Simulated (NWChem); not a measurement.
# doublet CSeO+ at 6 levels

We compute a comparison of 6 runs (UHF/STO-3G, UHF/3-21G, UB3LYP/6-31G*, UB3LYP/def2-TZVP, UPBE0/def2-TZVP) of doublet CSeO+. 

The calculation is run with NWChem 7.3.0.

3 further runs of the same task are left out: 2 that didn't finish, 1 set aside as unsound or not needed. Runs told in other sessions of the task aren't counted.

## 1. Starting point

CSeO+ has 3 atoms, charge +1, and is taken as a doublet. SMILES of the parent species: `O=C=[Se]`. The shape is that of a PBE0-D4/def2-TZVP optimisation. That shape belongs to the parent species and isn't relaxed for this state.

Bond lengths: O1–C2 1.149 Å, C2–Se3 1.707 Å. Angles: O1–C2–Se3 180.0°.

## 2. A single-point energy at UHF/STO-3G (run 1)

cose.xyz reads:

```xyz
3

O     -0.819960     0.994920    -0.346520
C     -0.114120     0.138480    -0.048230
Se     0.934090    -1.133390     0.394750
```

cose.nw reads:

```
start cose
memory total 2200 mb
charge 1
geometry noautosym nocenter noautoz
load format xyz cose.xyz
end
basis spherical bse
O library STO-3G
C library STO-3G
Se library STO-3G
end
scf
doublet
uhf
thresh 1e-08
maxiter 80
end
task scf energy
```

Command:

```sh
$ nwchem cose.nw > cose.out
```

The program printed:

```text
[...]
  functions       =    28
[...]
  wavefunction    = UHF
[...]
         Total SCF energy =  -2484.536431525839
      One electron energy =  -3729.006401089778
      Two electron energy =   1108.712726177399
 Nuclear repulsion energy =    135.757243386541
                       Sz =      0.5000
                 Sz(Sz+1) =      0.7500
                      S^2 =      0.9232
[...]
```

It took 2.7 s on 1 thread of Intel Xeon 6975P-C (Granite Rapids), shared host; peak memory 0.1 GiB.

## 3. The energy at UHF/3-21G (run 2)

cose.nw reads:

```
echo
start cose
memory stack 880 mb heap 220 mb global 1100 mb
charge 1

geometry units angstrom noautosym nocenter noautoz
   O     -0.819960     0.994920    -0.346520
   C     -0.114120     0.138480    -0.048230
   Se     0.934090    -1.133390     0.394750
end

basis "ao basis" spherical bse
   O library 3-21G
   C library 3-21G
   Se library 3-21G
end

scf
   doublet
   uhf
   thresh 1e-08
   maxiter 80
   print medium
end

task scf energy
```

Command:

```sh
$ nwchem cose.nw > cose.out
```

The program printed:

```text
[...]
  functions       =    40
[...]
  wavefunction    = UHF
[...]
         Total SCF energy =  -2500.238643550031
      One electron energy =  -3738.470326170365
      Two electron energy =   1102.474439233793
 Nuclear repulsion energy =    135.757243386541
                       Sz =      0.5000
                 Sz(Sz+1) =      0.7500
                      S^2 =      0.8770
[...]
```

Run time: 3.9 s. Hardware: 1 thread of Intel Xeon 6975P-C (Granite Rapids), shared host; peak memory 0.1 GiB.

Run 3 isn't shown in full; the table further down has it.

## 4. The energy at UB3LYP/6-31G(d) (Cartesian functions) (run 4)

sp.nw reads:

```
start sp
memory total 2200 mb
charge 1
geometry units angstrom noautosym nocenter noautoz
O     -0.819960     0.994920    -0.346520
C     -0.114120     0.138480    -0.048230
Se     0.934090    -1.133390     0.394750
end
basis cartesian
* library 6-31G*
end
dft
xc b3lyp
mult 2
grid xfine
convergence energy 1e-08
maxiter 100
mulliken
end
task dft energy
```

Command:

```sh
$ nwchem sp.nw > sp.out
```

The program printed:

```text
[...]
          Wavefunction type:  spin polarized.
          No. of atoms     :     3
          No. of electrons :    47
[...]
          Charge           :     1
          Spin multiplicity:     2
[...]
          AO basis - number of functions:    65
[...]
              XC Information
              --------------
                         B3LYP Method XC Potential
                     Hartree-Fock (Exact) Exchange  0.200
                        Slater Exchange Functional  0.800 local
                    Becke 1988 Exchange Functional  0.720 non-local
              Lee-Yang-Parr Correlation Functional  0.810
                  VWN I RPA Correlation Functional  0.190 local
[...]
 d= 0,ls=0.0,diis     1  -2513.8644727381 -2.65D+03  2.21D-02  3.37D+00     1.4
[...]
 d= 0,ls=0.0,diis    14  -2514.2471624689 -4.15D-09  2.29D-07  5.89D-11    15.5
[...]
         Total DFT energy =    -2514.247162468937
      One electron energy =    -3751.534741471147
           Coulomb energy =     1202.290344736571
    Exchange-Corr. energy =     -100.760009120902
 Nuclear repulsion energy =      135.757243386541
[...]
      Total Density - Mulliken Population Analysis
     ---------------------------------------------
    Atom       Charge   Shell Charges
 -----------   ------   -------------------------------------------------------
    1 O    8     8.06   1.99  0.96  2.80  0.99  1.32  0.01
    2 C    6     5.54   1.99  0.77  1.88  0.40  0.44  0.04
    3 Se  34    33.40   2.00  1.99  6.00  1.93  5.98  1.71  2.90  0.24  0.51  7.00  2.96  0.17
[...]
      <S2> =      0.7569 (Exact =     0.7500)
[...]
```

Run time: 16 s. Hardware: 1 thread of Intel Xeon 6975P-C (Granite Rapids), shared host; peak memory 0.12 GiB.

Run 5 isn't shown in full; the table further down has it.

## 5. A single-point energy at UPBE0/def2-TZVP (run 6)

run.py reads:

```python
from ase import Atoms
from ase.calculators.nwchem import NWChem

molecule = Atoms(['O', 'C', 'Se'], positions=[
    [-0.819960, 0.994920, -0.346520],
    [-0.114120, 0.138480, -0.048230],
    [0.934090, -1.133390, 0.394750],
])

calc = NWChem(
    label='geom',
    theory='dft',
    memory='2200 mb',
    basis='def2-TZVP',
    basispar='spherical bse',
    charge=1,
    dft={'xc': 'pbe0', 'mult': '2', 'grid': 'fine', 'convergence': 'energy 1e-08', 'iterations': '100', 'mulliken': None},
    task='energy',
)
molecule.calc = calc

print("Total energy (eV):", round(molecule.get_potential_energy(), 6))
```

Command:

```sh
$ export ASE_NWCHEM_COMMAND="nwchem PREFIX.nwi > PREFIX.nwo"
$ python run.py
```

The program printed:

```text
Total energy (eV): -68413.391671
```

The calculator wrote geom.nwi:

```
title "geom"

permanent_dir geom

scratch_dir geom

start geom

geometry units angstrom nocenter noautosym noautoz
  O  -8.1996000000000002e-01 9.9492000000000003e-01 -3.4651999999999999e-01
  C  -1.1412000000000000e-01 1.3847999999999999e-01 -4.8230000000000002e-02
  Se 9.3408999999999998e-01 -1.1333899999999999e+00 3.9474999999999999e-01
end

charge 1

memory 2200 mb

basis spherical bse noprint
   * library def2-TZVP
end

dft
  xc pbe0
  mult 2
  grid fine
  convergence energy 1e-08
  iterations 100
  mulliken
end

task dft energy
```

geom.nwo:

```text
Northwest Computational Chemistry Package (NWChem) 7.3.0
             --------------------------------------------------------

           Job information
           ---------------

    nwchem branch   = 7.3.0
    use scalapack   = T
    input           = geom.nwi
    prefix          = geom.
    data base       = geom/geom.db
    status          = startup
    nproc           =        1

           Memory information
           ------------------

[... 5 lines left out ...]
    hardfail = no
[... 36 lines left out ...]
            Nuclear Dipole moment (a.u.)
[... 68 lines left out ...]
          Convergence on density requested:  1.00D-05
[... 26 lines left out ...]
          Convergence aids based upon iterative change in
[... 31 lines left out ...]
 2-e energy   =    1071.976854
[... 50 lines left out ...]
           Coulomb energy =     1203.213607988457
[... 801 lines left out ...]
                     DFT Final Beta Molecular Orbital Analysis
[... 894 lines left out ...]
     Multipole analysis of the density
     ---------------------------------

     L   x y z        total         alpha         beta         nuclear
     -   - - -        -----         -----         ----         -------
     0   0 0 0      1.000000    -24.000000    -23.000000     48.000000

     1   1 0 0      1.061742    -23.217983    -22.046265     46.325990
[... 8 lines of this table left out ...]
     2   0 0 2    -18.484228    -21.103911    -19.780542     22.400225

 Task  times  cpu:       29.4s     wall:       29.4s
 Total times  cpu:       29.5s     wall:       29.5s
```

It took 31 s on 1 thread of Intel Xeon 6975P-C (Granite Rapids), shared host; peak memory 0.12 GiB.

## 6. The series

```csv
run,level,iteration cap,module,energy (Eh),HOMO energy (eV),LUMO energy (eV),⟨S²⟩,wall time
1,UHF/STO-3G,80,scf,-2484.536432,-16.26,-6.39,0.923,2.7 s
2,UHF/3-21G,80,scf,-2500.238644,-17.59,-8.51,0.877,3.9 s
3,UB3LYP/6-31G* (spherical functions),100,dft,-2514.237380,-15.19,-13.38,0.757,14 s
4,UB3LYP/6-31G* (Cartesian functions),100,dft,-2514.247162,-15.18,-13.37,0.757,16 s
5,UB3LYP/def2-TZVP,100,dft,-2514.589653,-15.25,-13.37,0.757,31 s
6,UPBE0/def2-TZVP,100,dft,-2514.145792,-15.47,-13.00,0.759,31 s
```

## 7. What came out

| quantity | value |
| --- | --- |
| run 6: total energy | -2514.14579 Eh |
| run 6: HOMO energy (highest over α and β) | -15.47 eV |
| run 6: LUMO energy (lowest over α and β) | -13.00 eV |
| run 6: ⟨S²⟩ | 0.759 |

In words: Totals of different functionals can't be ranked against each other. In run 1 the basis is minimal, so the values are rough. Spin contamination of the reference: run 1 ⟨S²⟩ = 0.92, run 2 ⟨S²⟩ = 0.88. All runs together took 98 s, the longest 31 s.
